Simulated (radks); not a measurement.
# The Coulomb parameter U of the 4d shell of Cd³⁺

One table from this session's results is given with a row withheld; the runs are named, their logs left out.

Program: radks (a radial shooting solver on a logarithmic mesh, Libxc functionals) version 1. Level of theory: Dirac Kohn-Sham, PBEsol, spin-unpolarised, spherical densities, point nucleus; open shells are shared between the two j in proportion to 2j + 1. These are calculated values, not measurements, unless marked.

### Starting point

* element: cadmium (Z = 48)
* charge: +3
* electrons: 45
* configuration: [Kr] 4d8 5s1

The outer shells:

Cd³⁺
```
[Kr] core
4d [↑↓][↑↓][↑↓][↑ ][↑ ]
5s [↑ ]
```

The first run:

Input:

```text
Z 48
configuration [Kr] 4d8 5s1
relativity Dirac
functional pbe_sol,pbe_sol
spin unpolarised
j_filling average
nucleus point
c 137.035999084
```

Among the steps run: Start: [Kr] 4d8 5s1.

One table of the session follows, with a row left open; its other results are not shown here.

It belongs to the step «Start: [Kr] 4d8 5s1». Radial moments (bohr):

```
level     <r>  outermost maximum (interpolated)  90 % within  nodes
3d3/2  0.3326                             0.264        0.526      0
3d5/2  0.3361                             0.267        0.531      0
4s1/2       ?                                 ?            ?      ?
4p1/2  0.9257                             0.825         1.36      2
4p3/2  0.9544                             0.849         1.40      2
4d3/2   1.160                             0.953         1.79      1
4d5/2   1.172                             0.962         1.81      1
5s1/2   2.212                              1.99         3.18      4
```

**Question.** Estimate the row for 4s1/2.

As computed: <r>: 0.8718; outermost maximum (interpolated): 0.793; 90 % within: 1.26; nodes: 3. In the column «<r>» it lies between 3d5/2 (0.3361) and 4p1/2 (0.9257).
